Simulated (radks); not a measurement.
**V⁴⁺ in [Ne] 3s1.75 3p6 3d1 4p0.25: an all-electron calculation**

The task here is to estimate one member of a computed series from the others.

Method: Dirac Kohn-Sham, exchange-only LDA, spin-unpolarised, spherical densities, point nucleus; open shells are shared between the two j in proportion to 2j + 1. Code: radks (a radial shooting solver on a logarithmic mesh, Libxc functionals) version 1.

## The system

```
element       : vanadium (Z = 23)
charge        : +4
electrons     : 19
configuration : [Ne] 3s1.75 3p6 3d1 4p0.25
```

Set-up of the first run:

Settings of this run:

```text
Z 23
configuration [Ne] 3s1.75 3p6 3d1 4p0.25
relativity Dirac
functional lda,
spin unpolarised
j_filling average
nucleus point
c 137.035999084
```

Command:

```
> python run_ks.py task.json out
```

The same process makes all the runs of this session.

Among the steps run: Self-consistent calculation.

One of the session's tables, all rows but one given; the rest of the session is left out.

It belongs to the step «Orbitals and density». Sizes of the orbitals, from the radial functions (bohr):

```
level      <r>  outermost maximum (interpolated)  90 % within  nodes
1s1/2  0.06657                            0.0436        0.119      0
2s1/2   0.3089                             0.256        0.480      1
2p1/2   0.2726                             0.207        0.449      0
2p3/2   0.2754                             0.209        0.452      0
3s1/2   0.9211                             0.809         1.37      2
3p1/2   0.9604                             0.822         1.46      1
3p3/2   0.9674                             0.828         1.47      1
3d3/2    1.066                             0.806         1.73      0
3d5/2        ?                                 ?            ?      ?
4p1/2    2.540                              2.34         3.67      2
4p3/2    2.552                              2.35         3.69      2
```

Q: Estimate the row for 3d5/2 from the others.

The run gave: <r>: 1.069; outermost maximum (interpolated): 0.807; 90 % within: 1.74; nodes: 0. In the column «<r>» it lies between 3d3/2 (1.066) and 4p1/2 (2.540).
